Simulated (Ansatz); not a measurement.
# FH₇N₂SSi₂: taking an electron away

An exercise on one series of results from a longer session: the logs are not shown, and one member is left open.

Method: unrestricted cation, the program's frozen cores in correlated methods; program: Ansatz 0.2.0, Gaussian basis.

The runs, in order: UKS PBE-D4/def2-TZVPP; UKS r2SCAN-D4/def2-TZVPP; UKS PBE0-D4/def2-TZVPP; UKS B3LYP-D4/def2-TZVPP; UKS wB97X-V/def2-TZVPP; UKS wB97M-V/def2-TZVPP; UKS B2PLYP/def2-TZVPP; UHF-CCSD(T)/def2-TZVPP; UHF-MP2/def2-QZVPP; extrapolation to the limit; then −ε(HOMO) from the neutral's earlier runs with LDA (SPW92), PBE-D4, revPBE-D4, BLYP-D4, r2SCAN-D4, B97M-V, PBE0-D4, B3LYP-D4, r2SCANh-D4, r2SCAN0-D4, HSE06-D4, BHLYP-D4, CAM-B3LYP-D4, LC-ωPBE, ωB97X-V, ωB97M-V.

### Structure used throughout

All runs share one geometry, relaxed beforehand with PBE0-D4 in a triple-zeta def2 set.

13 atoms, charge 0, spin multiplicity 1.

Atoms are counted from 1 here; the program's logs count them from 0.

Bond lengths: N1–Si2 1.708 Å, N1–H7 1.007 Å, N1–H8 1.007 Å, Si2–S3 2.164 Å, Si2–H9 1.480 Å, Si2–H10 1.482 Å, S3–Si4 2.113 Å, Si4–N5 1.690 Å, Si4–F6 1.607 Å, Si4–H11 1.477 Å, N5–H12 1.006 Å, N5–H13 1.006 Å. Angles: Si2–N1–H7 120.4°, Si2–N1–H8 119.6°, H7–N1–H8 111.1°, N1–Si2–S3 111.9°, N1–Si2–H9 107.1°, N1–Si2–H10 109.4°, S3–Si2–H9 109.3°, S3–Si2–H10 107.2°, H9–Si2–H10 112.0°, Si2–S3–Si4 98.7°, S3–Si4–N5 107.3°, S3–Si4–F6 107.1°, S3–Si4–H11 114.8°, N5–Si4–F6 114.5°, N5–Si4–H11 108.6°, F6–Si4–H11 104.7°, Si4–N5–H12 122.0°, Si4–N5–H13 122.4° and more.

Set-up of the first run:

The input, in.yaml:

```yaml
crystal:
  periodic: [false, false, false]
  atoms:
    - {symbol: N, position_ang: [-2.577516, -1.739418, 0.525756]}
    - {symbol: Si, position_ang: [-1.554701, -0.548891, -0.149047]}
    - {symbol: S, position_ang: [0.205963, -0.216248, 1.065000]}
    - {symbol: Si, position_ang: [1.465033, 0.611960, -0.416546]}
    - {symbol: N, position_ang: [2.680970, 1.472706, 0.380583]}
    - {symbol: F, position_ang: [0.537707, 1.503388, -1.379042]}
    - {symbol: H, position_ang: [-2.263052, -2.692510, 0.613309]}
    - {symbol: H, position_ang: [-3.198943, -1.492465, 1.279028]}
    - {symbol: H, position_ang: [-2.337732, 0.704023, -0.229299]}
    - {symbol: H, position_ang: [-1.089689, -0.998893, -1.482540]}
    - {symbol: H, position_ang: [2.097160, -0.376021, -1.314490]}
    - {symbol: H, position_ang: [3.560298, 1.685258, -0.059371]}
    - {symbol: H, position_ang: [2.494800, 2.052312, 1.181361]}
basis:
  gaussian: {orbitals: def2-TZVPP}
total_charge: 1
magnetization: {spin_polarized: true, initial_magnetization: 1}
hamiltonian: {xc: pbe, dispersion: d4}
```

Command:

```console
ansatz run in.yaml --threads 2 --pin off --events-out ev --progress --plain --max-ram 20480MiB --backend cuda --devices 0, --max-vram 18GiB
```

Among the steps run: Cation, UKS PBE-D4/def2-TZVPP; Cation, UKS r2SCAN-D4/def2-TZVPP; Cation, UKS PBE0-D4/def2-TZVPP; Cation, UKS B3LYP-D4/def2-TZVPP; Cation, UKS wB97X-V/def2-TZVPP; Cation, UKS wB97M-V/def2-TZVPP; Cation, UKS B2PLYP (frozen core)/def2-TZVPP; Cation, UHF-CCSD(T)/def2-TZVPP; Cation, UHF-MP2/def2-QZVPP.

One table of the session follows, with a row left open; its other results are not shown here.

It belongs to the step «Ionisation energies side by side». For comparison, −ε(HOMO) of the neutral from earlier runs:

| functional | −ε(HOMO) (eV) |
| --- | --- |
| LDA (SPW92) | 6.21 |
| PBE-D4 | 6.10 |
| revPBE-D4 | 6.05 |
| BLYP-D4 | 5.94 |
| r2SCAN-D4 | 6.40 |
| B97M-V | 6.53 |
| PBE0-D4 | 7.34 |
| B3LYP-D4 | 7.09 |
| r2SCANh-D4 | 6.86 |
| r2SCAN0-D4 | 7.54 |
| HSE06-D4 | 6.94 |
| BHLYP-D4 | 8.43 |
| CAM-B3LYP-D4 | 8.64 |
| LC-ωPBE | 10.04 |
| ωB97X-V | 9.69 |
| ωB97M-V | ? |

**Question.** Estimate the row for ωB97M-V.

As computed: −ε(HOMO) (eV): 9.52. In the column «−ε(HOMO) (eV)» it lies between CAM-B3LYP-D4 (8.64) and ωB97X-V (9.69).
